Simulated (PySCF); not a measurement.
# C5H8BrNSi: electronic excitations

Wanted: the electronic excitations of C5H8BrNSi (`Br[SiH2]/N=C\[C@H]1[C@H]2C[C@@H]12`), by calculation.

Computed with PySCF 2.14.0, with density-fitted response routines of our own, on a single molecule in the gas phase. Atoms are numbered from 0 throughout.

## (1) The molecule as given

16 atoms, charge 0, multiplicity 1; geometry from: GFN2-xTB.

Bonds of the start (Å): Br0–Si1 2.22, Si1–N2 1.70, N2–C3 1.25, C3–C4 1.47, C4–C5 1.51, C5–C6 1.50, C6–C7 1.50, C7–C4 1.51, C7–C5 1.48, Si1–H8 1.45, Si1–H9 1.46, C3–H10 1.09, C4–H11 1.09, C5–H12 1.07, C6–H13 1.08, C6–H14 1.08, C7–H15 1.07.

## (2) Ultraviolet spectrum: B3LYP/def2-SVPD

Job settings and geometry (Å):

```
{"job": {"kind": "uv", "xc": "B3LYP", "basis": "def2-SVPD", "nstates": 8, "ntriplets": 3}, "charge": 0, "multiplicity": 1}
Br     4.383132    -0.790115    -0.246968
Si     2.883703     0.693275     0.444038
N      1.611941    -0.291454     1.000669
C      0.395996    -0.477754     0.753934
C     -0.394141     0.230366    -0.258345
C     -1.475511    -0.433038    -1.078675
C     -2.402558    -0.800889     0.035701
C     -1.851507     0.585284    -0.078927
H      3.412541     1.330362     1.634981
H      2.748730     1.605532    -0.687427
H     -0.107761    -1.236882     1.349903
H      0.200080     0.970979    -0.792306
H     -1.558587    -0.526714    -2.139938
H     -3.445415    -0.931410    -0.226665
H     -2.084425    -1.462169     0.828828
H     -2.323818     1.543571    -0.110608
```

Level: TDDFT B3LYP/def2-SVPD, vertical, gas phase, core orbitals frozen in the response.

The run is started by

```console
$ OMP_NUM_THREADS=1 python probes_run.py task.json out
```

The driver reads the jobs from task.json and runs them one after another.

Predict these results of the whole session: lowest singlet (B3LYP/def2-SVPD); brightest single state of those computed; lowest triplet.

As calculated:

| quantity | value |
| --- | --- |
| lowest singlet (B3LYP/def2-SVPD) | 3.90 eV (318 nm), f = 0.001 |
| brightest single state of those computed | state 8, 6.55 eV, f = 0.051 |
| lowest triplet | 3.44 eV |

**Reading.** The lowest singlet, at 3.90 eV, is HOMO→LUMO 0.97 and is weak; of the 8 states computed, the strongest absorption comes from state 8 at 6.55 eV (the last computed, so partners may be missing). The lowest triplet lies 0.45 eV below the lowest singlet (triplets in Tamm-Dancoff, singlets in full TDDFT).
